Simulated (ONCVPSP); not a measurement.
# Zinc: generating and testing an ONCV potential

Task: generate the file, and judge it by its errors in other configurations, its logarithmic derivatives, its ghosts and its cutoff.

Program: ONCVPSP 4.0.1.1 (patched build). Reference atom: PBE, scalar-relativistic, spherical and spin-unpolarised. All values are calculated.

### 1 The atom and the settings

The settings as typed:

```json
{
 "element": "zinc (Zn, Z = 30)",
 "type": "optimised norm-conserving Vanderbilt (ONCV)",
 "frozen core": "[Ne]",
 "valence charge": "20",
 "reference configuration": "3s2 3p6 3d10 4s2",
 "partial waves": "3s+4s: rc 1.05 bohr, ncon 4, nbas 9, qcut 14.9 1/bohr, 2 projectors; 3p: rc 0.90 bohr, ncon 4, nbas 7, qcut 15 1/bohr, 2 projectors, debl 2.7 Ha; 3d: rc 0.95 bohr, ncon 3, nbas 8, qcut 19.5 1/bohr, 2 projectors, debl 3.3 Ha",
 "local potential": "polynomial inside 0.65 bohr (lpopt 5, dvloc0 4 Ha)",
 "core correction": "Teter function, fcfact 4.25, rcfact 1.25"
}
```

An earlier all-electron run gives the scale for the radii.

All-electron outer shells of the reference configuration (PBE, scalar-relativistic, ld1.x):

| shell | level (eV) | outermost node (bohr) | outermost maximum (bohr) |
| --- | --- | --- | --- |
| 2p | -1004.03 | – | 0.15 |
| 3s | -129.23 | 0.28 | 0.59 |
| 3p | -83.40 | 0.25 | 0.59 |
| 3d | -10.14 | – | 0.57 |
| 4s | -5.98 | 0.85 | 2.09 |
| 4p | -1.12 | 0.92 | 3.08 |

### 2 Generation

File Zn.dat:

```
# ATOM AND REFERENCE CONFIGURATION
# atsym  z   nc   nv     iexc    psfile
  Zn 30.00    3    4        4      upf
#
#   n    l    f
    1    0    2.00
    2    0    2.00
    2    1    6.00
    3    0    2.00
    3    1    6.00
    3    2   10.00
    4    0    2.00
#
# PSEUDOPOTENTIAL AND OPTIMIZATION
# lmax
    2
#
#   l,   rc,      ep,       ncon, nbas, qcut
    0    1.05    0.00    4    9   14.90
    1    0.90    0.00    4    7   15.00
    2    0.95    0.00    3    8   19.50
#
# LOCAL POTENTIAL
# lloc, lpopt,  rc(5),   dvloc0
    4    5    0.65    4.00
#
# VANDERBILT-KLEINMAN-BYLANDER PROJECTORs
# l, nproj, debl
    0    2    1.30
    1    2    2.70
    2    2    3.30
#
# MODEL CORE CHARGE
# icmod, fcfact, rcfact
    3    4.25    1.25
#
# LOG DERIVATIVE ANALYSIS
# epsh1, epsh2, depsh
   -6.00    5.00    0.04
#
# OUTPUT GRID
# rlmax, drl
    6.00    0.01
#
# TEST CONFIGURATIONS
# ncnf
    4
# nvcnf
#   n    l    f
    4
    3    0    2.00
    3    1    6.00
    3    2   10.00
    4    0    1.00
#
    4
    3    0    2.00
    3    1    6.00
    3    2   10.00
    4    0    0.00
#
    4
    3    0    2.00
    3    1    6.00
    3    2    9.00
    4    0    0.00
#
    5
    3    0    2.00
    3    1    6.00
    3    2   10.00
    4    0    1.00
    4    1    1.00
#
```

Started as:

```bash
$ oncvpsp.x < Zn.dat > Zn.out
```

**Question.** What will these runs give? Wanted: cutoffs for 1 and 0.1 mHa per electron, occupied waves; bound ghosts; GHOST(+) flags; largest test error; largest phase difference near zero energy, channels read; rms error of d²Exc/dn², without and with the model core; projector energies reset by the program.

**Answer**, as computed:

```
                                                quantity                          value
  cutoffs for 1 and 0.1 mHa per electron, occupied waves              126 Ha and 145 Ha
                                            bound ghosts                     none found
                                          GHOST(+) flags             none at low energy
                            largest test error (AE − PS)  -7.2 meV, for 3s2 3p6 3d9 4s0
largest phase difference near zero energy, channels read                      0.000 rad
 rms error of d²Exc/dn², without and with the model core              1.72 and 1.42 mHa
                 projector energies reset by the program            p: -3.065, 0.250 Ha
```

**Reading.** By total energies transferability is good: the largest error is 7.2 meV on 68.9 eV, for 3s2 3p6 3d9 4s0. By its cutoff, 126 Ha for the looser tolerance, it is very hard. At the looser tolerance the 3d wave is the slowest; 3s needs 66 Ha. The program's ghost test flags no bound state. Near zero energy the phases of the channels with partial waves agree within 0.001 rad.
